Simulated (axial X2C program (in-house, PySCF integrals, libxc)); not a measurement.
**MoSi⁻: properties at the nuclei**

Aim: properties at the nuclei of MoSi⁻, with spin–orbit coupling in the Hamiltonian from the start.

The runs use an in-house X2C program for linear molecules on PySCF integrals; two-component X2C with atomic mean-field terms, Mo dyall-acv3z, Si dyall-av3z.

All values are calculated.

## Step 1: The job

The input, task.json:

```json
{
 "zs": [
  42,
  14
 ],
 "q": -1,
 "bas": [
  "dyall-acv3z",
  "dyall-av3z"
 ],
 "r0": 2.54,
 "levels": [
  "PBE0",
  "HF",
  "BHandHLYP",
  "PBE50",
  "TPSSh"
 ],
 "nst": 3
}
```

Keys: zs atomic numbers; q charge; bas basis sets; r0 starting distance in Å; levels methods (HF also brings MP2); nst determinants followed.

Launch:

```bash
$ python soeom.py task.json out
```

Nuclei are Gaussian, cores are contracted, and the Gaunt term is on.

## Step 2: Expectation values, lowest determinant

R = 2.328 Å. State: Ω = 3/2 (excess of +ω over −ω: ω = 1/2, ω = -3/2, ω = 5/2).

Output of the PBE0 run:

```text
two-component X2C + atomic mean field  PBE0
basis functions 225  fitting functions 1074  grid points 5080
iter        total energy     max residual
   1      -4336.455749023     1.82e-06
   2      -4336.455749023     4.05e-06
converged
one-electron -6260.33832410  Coulomb 1937.60678006  exact exchange -35.75890794  xc functional -109.68779240  nuclear repulsion 133.65816152  atomic mean-field constant -1.93566617
```

The highest occupied spinor is 61% Si p, 26% Mo d, 8% Mo p.

| level | Eeff magnitude (GV/cm) | Ws magnitude Mo (kHz) | A∥/gI Mo (MHz) | qzz Mo (a.u.) | A∥/gI Si (MHz) | qzz Si (a.u.) |
| --- | --- | --- | --- | --- | --- | --- |
| PBE0 | 3.28 | 1.1 | 390 | -0.38 | 47.7 | -0.62 |
| HF | 4.86 | 1.62 | -113 | -1.38 | 22.7 | -0.40 |
| BHandHLYP | 3.71 | 1.22 | 254 | -0.18 | 35.7 | -0.59 |
| PBE50 | 4.06 | 1.36 | 311 | -0.50 | 49.4 | -0.59 |
| TPSSh | 2.99 | 0.998 | 374 | -0.35 | 25.8 | -0.58 |

Eeff is the effective electric field on the electron dipole moment in this Ω state and Ws the scalar–pseudoscalar constant (defined with the proton number Z and per Ω); A∥ is the parallel hyperfine constant, which follows by multiplying with the nuclear g factor gI = μI/(I μN); qzz is the electric field gradient, eQq0 = 234.96 MHz × Q/barn × qzz. The operators were transformed with the bare-nucleus X2C matrices.

## Step 3: Expectation values, a higher determinant

R = 2.328 Å. State: Ω = 5/2 (excess of +ω over −ω: ω = 5/2), 0.96 eV above the lowest in the PBE0 search for states (made at or near this distance, with looser thresholds).

Output of the PBE0 run:

```text
two-component X2C + atomic mean field  PBE0
basis functions 225  fitting functions 1074  grid points 5080
iter        total energy     max residual
   1      -4336.420518457     4.82e-06
   2      -4336.420518463     7.20e-06
   3      -4336.420518466     3.22e-06
   4      -4336.420518470     2.23e-06
   5      -4336.420518473     1.05e-06
   6      -4336.420518473     7.00e-07
converged
one-electron -6259.05708026  Coulomb 1936.31342937  exact exchange -35.74893138  xc functional -109.65043157  nuclear repulsion 133.65816152  atomic mean-field constant -1.93566617
```

The highest occupied spinor is 44% Si p, 40% Mo p, 12% Mo d.

| level | Eeff magnitude (GV/cm) | Ws magnitude Mo (kHz) | A∥/gI Mo (MHz) | qzz Mo (a.u.) | A∥/gI Si (MHz) | qzz Si (a.u.) |
| --- | --- | --- | --- | --- | --- | --- |
| PBE0 | 2.4 | 0.492 | 246 | 0.26 | 17.2 | -1.03 |
| HF | 4.21 | 0.848 | 18.3 | 0.01 | 12.9 | -1.10 |
| BHandHLYP | 3.63 | 0.759 | 139 | 0.24 | 15.6 | -1.22 |
| PBE50 | 2.92 | 0.599 | 198 | 0.29 | 16.3 | -1.07 |
| TPSSh | 2.33 | 0.479 | 235 | 0.22 | 13.8 | -0.98 |

## Step 4: Expectation values, a higher determinant

R = 2.328 Å. State: Ω = 1/2 (excess of +ω over −ω: ω = -1/2, ω = -3/2, ω = 5/2), 0.99 eV above the lowest in the PBE0 search for states (made at or near this distance, with looser thresholds).

Output of the PBE0 run:

```text
two-component X2C + atomic mean field  PBE0
basis functions 225  fitting functions 1074  grid points 5080
iter        total energy     max residual
   1      -4336.419359025     5.75e-06
   2      -4336.419359034     6.93e-06
   3      -4336.419359038     3.83e-06
   4      -4336.419359043     2.52e-06
   5      -4336.419359047     1.08e-06
   6      -4336.419359047     6.88e-07
converged
one-electron -6259.03815473  Coulomb 1936.29611018  exact exchange -35.74921621  xc functional -109.65059364  nuclear repulsion 133.65816152  atomic mean-field constant -1.93566617
```

The highest occupied spinor is 44% Si p, 40% Mo p, 11% Mo d.

| level | Eeff magnitude (GV/cm) | Ws magnitude Mo (kHz) | A∥/gI Mo (MHz) | qzz Mo (a.u.) | A∥/gI Si (MHz) | qzz Si (a.u.) |
| --- | --- | --- | --- | --- | --- | --- |
| PBE0 | 2.45 | 2.5 | 931 | 0.26 | -490 | -1.03 |
| HF | 4.23 | 4.26 | -33.4 | 0.01 | -659 | -1.10 |
| BHandHLYP | 3.71 | 3.87 | 462 | 0.23 | -551 | -1.23 |
| PBE50 | 2.97 | 3.03 | 768 | 0.29 | -541 | -1.07 |
| TPSSh | 2.39 | 2.45 | 804 | 0.23 | -460 | -0.98 |

## Step 5: Outcome

| quantity | value |
| --- | --- |
| lowest determinant | Ω = 3/2 (excess of +ω over −ω: ω = 1/2, ω = -3/2, ω = 5/2) |
| Eeff magnitude (GV/cm), PBE0 | 3.28 |
| Ws magnitude Mo (kHz), PBE0 | 1.1 |
| A∥/gI Mo (MHz), PBE0 | 390 |
| qzz Mo (a.u.), PBE0 | -0.38 |
| higher determinant | Ω = 5/2 (excess of +ω over −ω: ω = 5/2) |
| Eeff magnitude (GV/cm), PBE0, higher determinant | 2.4 |
| Ws magnitude Mo (kHz), PBE0, higher determinant | 0.492 |
| A∥/gI Mo (MHz), PBE0, higher determinant | 246 |
| qzz Mo (a.u.), PBE0, higher determinant | 0.26 |
| higher determinant | Ω = 1/2 (excess of +ω over −ω: ω = -1/2, ω = -3/2, ω = 5/2) |
| Eeff magnitude (GV/cm), PBE0, higher determinant | 2.45 |
| Ws magnitude Mo (kHz), PBE0, higher determinant | 2.5 |
| A∥/gI Mo (MHz), PBE0, higher determinant | 931 |
| qzz Mo (a.u.), PBE0, higher determinant | 0.26 |

What this shows: In the first state, the effective field runs from 2.99 to 4.86 GV/cm over the mean-field levels. The expectation values come from single determinants, which for open shells can mix terms of unlike spin or miss the lowest Ω, so a determinant need not be a state. Eeff is the effective electric field on the electron dipole moment in this Ω state and Ws the scalar–pseudoscalar constant (defined with the proton number Z and per Ω); A∥ is the parallel hyperfine constant, which follows by multiplying with the nuclear g factor gI = μI/(I μN); qzz is the electric field gradient, eQq0 = 234.96 MHz × Q/barn × qzz. The operators were transformed with the bare-nucleus X2C matrices.
